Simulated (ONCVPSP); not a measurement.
**An ONCV potential for zinc, from input to tests**

Do these settings give a usable potential? It is generated, then checked for transferability, scattering, ghosts and hardness.

Program: ONCVPSP 4.0.1.1 (patched build). Reference atom: PBE, scalar-relativistic, spherical and spin-unpolarised. All values are calculated.

## 1. Starting point

Typed settings, in words:

```json
{"element": "zinc (Zn, Z = 30)", "type": "optimised norm-conserving Vanderbilt (ONCV)", "frozen core": "[Ne]", "valence charge": "20", "reference configuration": "3s2 3p6 3d10 4s2", "partial waves": "3s+4s: rc 1.30 bohr, ncon 4, nbas 7, qcut 10 1/bohr, 2 projectors; 3p: rc 0.75 bohr, ncon 3, nbas 5, qcut 13 1/bohr, 3 projectors, debl 3.8 Ha; 3d: rc 1.40 bohr, ncon 3, nbas 8, qcut 10.2 1/bohr, 2 projectors, debl 3.9 Ha", "local potential": "polynomial inside 0.50 bohr (lpopt 5, dvloc0 6 Ha)", "core correction": "polynomial model core, fcfact 0.7"}
```

The outer shells as boxes (Hund's rule for the drawing; the calculation is spin-unpolarised):

```
[Ne] core
3s [↑↓]
3p [↑↓][↑↓][↑↓]
3d [↑↓][↑↓][↑↓][↑↓][↑↓]
4s [↑↓]
```

An earlier all-electron run gives the scale for the radii.

All-electron outer shells of the reference configuration (PBE, scalar-relativistic, ld1.x):

```csv
shell,level (eV),outermost node (bohr),outermost maximum (bohr)
2p,-1004.03,–,0.15
3s,-129.23,0.28,0.59
3p,-83.40,0.25,0.59
3d,-10.14,–,0.57
4s,-5.98,0.85,2.09
4p,-1.12,0.92,3.08
```

## 2. The generation run

File Zn.dat:

```
# ATOM AND REFERENCE CONFIGURATION
# atsym  z   nc   nv     iexc    psfile
  Zn 30.00    3    4        4      upf
#
#   n    l    f
    1    0    2.00
    2    0    2.00
    2    1    6.00
    3    0    2.00
    3    1    6.00
    3    2   10.00
    4    0    2.00
#
# PSEUDOPOTENTIAL AND OPTIMIZATION
# lmax
    2
#
#   l,   rc,      ep,       ncon, nbas, qcut
    0    1.30    0.00    4    7   10.00
    1    0.75    0.00    3    5   13.00
    2    1.40    0.00    3    8   10.20
#
# LOCAL POTENTIAL
# lloc, lpopt,  rc(5),   dvloc0
    4    5    0.50    6.00
#
# VANDERBILT-KLEINMAN-BYLANDER PROJECTORs
# l, nproj, debl
    0    2    1.20
    1    3    3.80
    2    2    3.90
#
# MODEL CORE CHARGE
# icmod, fcfact, rcfact
    1    0.70    0.00
#
# LOG DERIVATIVE ANALYSIS
# epsh1, epsh2, depsh
   -6.00    5.00    0.04
#
# OUTPUT GRID
# rlmax, drl
    6.00    0.01
#
# TEST CONFIGURATIONS
# ncnf
    4
# nvcnf
#   n    l    f
    4
    3    0    2.00
    3    1    6.00
    3    2   10.00
    4    0    1.00
#
    4
    3    0    2.00
    3    1    6.00
    3    2   10.00
    4    0    0.00
#
    4
    3    0    2.00
    3    1    6.00
    3    2    9.00
    4    0    0.00
#
    4
    3    0    2.00
    3    1    6.00
    3    2    8.00
    4    0    0.00
#
```

Started as:

```
$ oncvpsp.x < Zn.dat > Zn.out
```

**Question.** What will these runs give? Wanted: cutoffs for 1 and 0.1 mHa per electron, occupied waves; bound ghosts; GHOST(+) flags; largest test error; largest phase difference near zero energy, channels read; rms error of d²Exc/dn², without and with the model core.

The runs gave:

| quantity | value |
| --- | --- |
| cutoffs for 1 and 0.1 mHa per electron, occupied waves | 48 Ha and 108 Ha |
| bound ghosts | none found |
| GHOST(+) flags | s at 258 eV |
| largest test error (AE − PS) | +457 meV, for 3s2 3p6 3d8 4s0 |
| largest phase difference near zero energy, channels read | 0.001 rad |
| rms error of d²Exc/dn², without and with the model core | 4.59 and 1.44 mHa |

**Reading.** By total energies transferability is poor: the largest error is 457 meV on 130.7 eV, for 3s2 3p6 3d8 4s0. That test lies far up in energy; among those under 40 eV, nearer to bonding, the largest error is 7.1 meV. It counts as hard, with 48 Ha needed at the looser tolerance. It is free of bound ghosts as far as tested. Near zero energy the phases of the channels with partial waves agree within 0.001 rad. The program also flags highly localised states, GHOST(+) (s).
